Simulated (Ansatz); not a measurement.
**CCSD/def2-SVP run of GeH3O2F (SMILES [OH][GeH]([OH])[F])**

What is the energy change on altering one bond length of GeH3O2F at CCSD/def2-SVP? 

The results are computed with Ansatz 0.2.0.

72 further runs of the same task are left out: 72 set aside as unsound or not needed.

## Step 1: Starting point

The species is GeH3O2F (7 atoms), meant as a singlet with charge 0. SMILES: `[OH][GeH]([OH])[F]`. Geometry: relaxed at PBE0-D4/def2-TZVP. This is one conformer, not always the lowest.

Bond lengths: O1–Ge2 1.758 Å, Ge2–O3 1.748 Å, Ge2–F4 1.736 Å, O1–H5 0.961 Å, Ge2–H6 1.522 Å, O3–H7 0.961 Å. Angles: O1–Ge2–O3 108.4°, O1–Ge2–F4 104.7°, O3–Ge2–F4 110.1°, O1–Ge2–H6 116.0°, O3–Ge2–H6 108.9°, F4–Ge2–H6 108.5°, Ge2–O1–H5 112.4°, Ge2–O3–H7 112.8°.

## Step 2: A single-point energy at CCSD/def2-SVP

Input file run.yaml:

```yaml
crystal:
  periodic: [false, false, false]
  atoms:
    - {symbol: O, position_ang: [-0.352900, 1.140300, -0.859300]}
    - {symbol: Ge, position_ang: [-0.107500, -0.026800, 0.432400]}
    - {symbol: O, position_ang: [1.518200, -0.656000, 0.307600]}
    - {symbol: F, position_ang: [-1.260300, -1.284500, 0.113200]}
    - {symbol: H, position_ang: [-1.209200, 1.041800, -1.283900]}
    - {symbol: H, position_ang: [-0.331400, 0.485800, 1.847500]}
    - {symbol: H, position_ang: [1.804400, -0.768700, -0.603100]}
basis:
  gaussian:
    orbitals: def2-SVP
scf:
  omitted_lower_state_checks: [cluster_reference, increment]
correlation:
  method: ccsd
  frozen_orbitals: {F: 1, Ge: 9, H: 0, O: 1}
accuracy: high
```

On the command line:

```console
$ ansatz run run.yaml --threads 1 --pin off --max-ram 3480MiB --events-out events.jsonl --progress --plain --runs-dir runs
```

Log:

```text
Warning: RAYON_NUM_THREADS=1 ignored (pool sized by the plan → 1); use --threads N
Functional definition: HF
  name "HF"
  exchange = exact_x
  correlation = 0
these checks for a lower state are left out or cut short: cluster_reference, increment
1869 factors; integrals over basis functions are off by at most 4.4e-9 eV
mean field evaluation 1: about -63286.6650 eV, gradient 4.9e1 eV
mean field evaluation 2: about -63286.7164 eV, gradient 4.9e1 eV
mean field evaluation 4: about -63291.0052 eV, gradient 2.6e0 eV
mean field evaluation 8: about -63291.0332 eV, gradient 2.3e-1 eV
mean field evaluation 16: about -63291.0334 eV, gradient 1.2e-8 eV
mean field -63291.03336725 eV, -2325.9025760432 hartree, gradient 1.2e-8 eV, S^2 0.000000; 0 other end points of the search recorded, 0 dependent functions left out
12 core orbitals not correlated: weight in the atoms' cores, before any rotation towards them, 1.000 or more for the frozen orbitals, at most 0.000 for the correlated occupied ones
reference -63291.03336725 eV, -2325.9025760432 hartree; 18, 18 occupied and 59, 59 virtual orbitals, 1869 factors
second order -21.52235006 eV of doubles, -0.00000000 eV of singles
cycle   1  -21.09671072 eV  change    4.3e-1 eV  update   1.0e-1
cycle   2  -21.60755422 eV  change   -5.1e-1 eV  update   2.9e-2
cycle   3  -21.72662417 eV  change   -1.2e-1 eV  update   1.5e-2
cycle   4  -21.71558643 eV  change    1.1e-2 eV  update   3.0e-3
cycle   5  -21.71378045 eV  change    1.8e-3 eV  update   1.3e-3
cycle   6  -21.71436607 eV  change   -5.9e-4 eV  update   3.9e-4
cycle   7  -21.71417769 eV  change    1.9e-4 eV  update   1.2e-4
cycle   8  -21.71411190 eV  change    6.6e-5 eV  update   3.6e-5
cycle   9  -21.71410929 eV  change    2.6e-6 eV  update   1.1e-5
cycle  10  -21.71411149 eV  change   -2.2e-6 eV  update   3.7e-6
cycle  11  -21.71410965 eV  change    1.8e-6 eV  update   1.3e-6
cycle  12  -21.71411117 eV  change   -1.5e-6 eV  update   4.8e-7
cycle  13  -21.71411161 eV  change   -4.4e-7 eV  update   1.8e-7
cycle  14  -21.71411185 eV  change   -2.4e-7 eV  update   8.1e-8
cycle  15  -21.71411188 eV  change   -3.5e-8 eV  update   3.9e-8
cycle  16  -21.71411191 eV  change   -2.4e-8 eV  update   2.4e-8
cycle  17  -21.71411231 eV  change   -4.1e-7 eV  update   1.1e-7
cycle  18  -21.71411228 eV  change    3.7e-8 eV  update   2.4e-8
cycle  19  -21.71411230 eV  change   -1.8e-8 eV  update   7.1e-9
cycle  20  -21.71411229 eV  change   7.3e-10 eV  update   2.5e-9
Total energy: -63312.74747955 eV, -2326.7005549517 hartree
Checks for a lower state left out: cluster_reference, increment
```

It took 20 s on 1 thread of Arm Neoverse V2, shared host; peak memory 0.52 GiB.

## Step 3: The distorted shape

Input file in.yaml:

```yaml
crystal:
  periodic: [false, false, false]
  atoms:
    - {symbol: O, position_ang: [0.569370, 2.146492, -0.603932]}
    - {symbol: Ge, position_ang: [0.814770, 0.979392, 0.687768]}
    - {symbol: O, position_ang: [2.440470, 0.350192, 0.562968]}
    - {symbol: F, position_ang: [-1.260300, -1.284500, 0.113200]}
    - {symbol: H, position_ang: [-0.286930, 2.047992, -1.028532]}
    - {symbol: H, position_ang: [0.590870, 1.491992, 2.102868]}
    - {symbol: H, position_ang: [2.726670, 0.237492, -0.347732]}
basis:
  gaussian:
    orbitals: def2-SVP
correlation:
  method: ccsd
  frozen_orbitals: {F: 1, Ge: 9, H: 0, O: 1}
accuracy: high
scf:
  omitted_lower_state_checks: [cluster_reference, increment]
```

On the command line:

```console
$ ansatz run in.yaml --threads 1 --pin off --max-ram 3480MiB --events-out events.jsonl --progress --plain --runs-dir runs
```

Log:

```text
Warning: RAYON_NUM_THREADS=1 ignored (pool sized by the plan → 1); use --threads N
[... 4 set-up lines as earlier in the session ...]
these checks for a lower state are left out or cut short: cluster_reference, increment
1795 factors; integrals over basis functions are off by at most 4.1e-9 eV
mean field evaluation 1: about -63278.7055 eV, gradient 5.7e1 eV
mean field evaluation 2: about -63278.7442 eV, gradient 5.7e1 eV
mean field evaluation 4: about -63285.2196 eV, gradient 5.7e0 eV
mean field evaluation 8: about -63285.3387 eV, gradient 6.9e-1 eV
mean field evaluation 16: about -63285.3415 eV, gradient 2.2e-6 eV
mean field -63285.34151052 eV, -2325.6934041666 hartree, gradient 5.4e-8 eV, S^2 0.000000; 0 other end points of the search recorded, 0 dependent functions left out; unrestricted orbitals would lower it
12 core orbitals not correlated: weight in the atoms' cores, before any rotation towards them, 1.000 or more for the frozen orbitals, at most 0.000 for the correlated occupied ones
reference -63285.34151052 eV, -2325.6934041666 hartree; 18, 18 occupied and 59, 59 virtual orbitals, 1795 factors
second order -22.08700284 eV of doubles, -0.00000000 eV of singles
cycle   1  -21.25284093 eV  change    8.3e-1 eV  update   2.2e-1
cycle   2  -21.89558206 eV  change   -6.4e-1 eV  update   1.5e-1
cycle   3  -22.23186587 eV  change   -3.4e-1 eV  update   7.8e-2
cycle   4  -22.35879099 eV  change   -1.3e-1 eV  update   4.4e-2
cycle   5  -22.29851044 eV  change    6.0e-2 eV  update   1.9e-2
cycle   6  -22.29748228 eV  change    1.0e-3 eV  update   8.8e-3
cycle   7  -22.30991197 eV  change   -1.2e-2 eV  update   3.8e-3
cycle   8  -22.31221405 eV  change   -2.3e-3 eV  update   2.0e-3
cycle   9  -22.31165715 eV  change    5.6e-4 eV  update   7.0e-4
cycle  10  -22.31232463 eV  change   -6.7e-4 eV  update   3.8e-4
cycle  11  -22.31236290 eV  change   -3.8e-5 eV  update   1.8e-4
cycle  12  -22.31219188 eV  change    1.7e-4 eV  update   1.1e-4
cycle  13  -22.31218606 eV  change    5.8e-6 eV  update   7.9e-5
cycle  14  -22.31219313 eV  change   -7.1e-6 eV  update   6.3e-5
cycle  15  -22.31213533 eV  change    5.8e-5 eV  update   4.5e-5
cycle  16  -22.31211832 eV  change    1.7e-5 eV  update   3.3e-5
cycle  17  -22.31212905 eV  change   -1.1e-5 eV  update   1.9e-5
cycle  18  -22.31213591 eV  change   -6.9e-6 eV  update   1.1e-5
cycle  19  -22.31214287 eV  change   -7.0e-6 eV  update   5.5e-6
cycle  20  -22.31214389 eV  change   -1.0e-6 eV  update   2.1e-6
cycle  21  -22.31214442 eV  change   -5.3e-7 eV  update   9.5e-7
cycle  22  -22.31214391 eV  change    5.1e-7 eV  update   5.3e-7
cycle  23  -22.31214376 eV  change    1.5e-7 eV  update   2.8e-7
cycle  24  -22.31214362 eV  change    1.4e-7 eV  update   1.6e-7
cycle  25  -22.31214362 eV  change   -3.2e-9 eV  update   9.6e-8
cycle  26  -22.31214443 eV  change   -8.1e-7 eV  update   1.6e-7
cycle  27  -22.31214438 eV  change    5.2e-8 eV  update   6.3e-8
cycle  28  -22.31214441 eV  change   -3.3e-8 eV  update   3.7e-8
cycle  29  -22.31214445 eV  change   -3.9e-8 eV  update   2.6e-8
cycle  30  -22.31214447 eV  change   -2.0e-8 eV  update   1.6e-8
cycle  31  -22.31214447 eV  change    3.1e-9 eV  update   1.1e-8
cycle  32  -22.31214447 eV  change   2.0e-10 eV  update   6.2e-9
cycle  33  -22.31214447 eV  change  -1.7e-10 eV  update   4.1e-9
cycle  34  -22.31214447 eV  change    1.9e-9 eV  update   2.3e-9
cycle  35  -22.31214446 eV  change    2.7e-9 eV  update   1.3e-9
cycle  36  -22.31214446 eV  change  -4.6e-10 eV  update   1.0e-9
Total energy: -63307.65365499 eV, -2326.5133603519 hartree
Checks for a lower state left out: cluster_reference, increment
```

Wall time 33 s (1 thread of Arm Neoverse V2, shared host); peak memory 0.51 GiB.

## Step 4: Outcome

Level: CCSD/def2-SVP, 12 core orbitals frozen.

| quantity | value |
| --- | --- |
| first shape: total energy | -2326.70055 Eh |
| first shape: correlation energy (12 core orbitals frozen) | -798.0 mEh |
| first shape: T1 diagnostic | 0.012 |
| distorted shape: total energy | -2326.51336 Eh |
| distorted shape: correlation energy (12 core orbitals frozen) | -820.0 mEh |
| distorted shape: T1 diagnostic | 0.040 |
| energy change with the Ge2–F4 bond stretched from 1.736 to 3.124 Å | 5.094 eV |

**Reading.** One bond (distorted shape) is far stretched, which a spin-restricted single reference describes badly; a broken-symmetry solution may lie lower. With the Ge2–F4 bond stretched from 1.736 to 3.124 Å the energy rises by 5.09 eV (491 kJ/mol). The first shape isn't relaxed at this level, so the change isn't measured from a minimum. A restricted reference can't describe the breaking bond well at this length. The T1 diagnostic (distorted shape) of 0.040 is above the customary mark for such species, so a single reference may not serve. The restricted solution (distorted shape) is unstable to spin breaking: an unrestricted one lies lower.
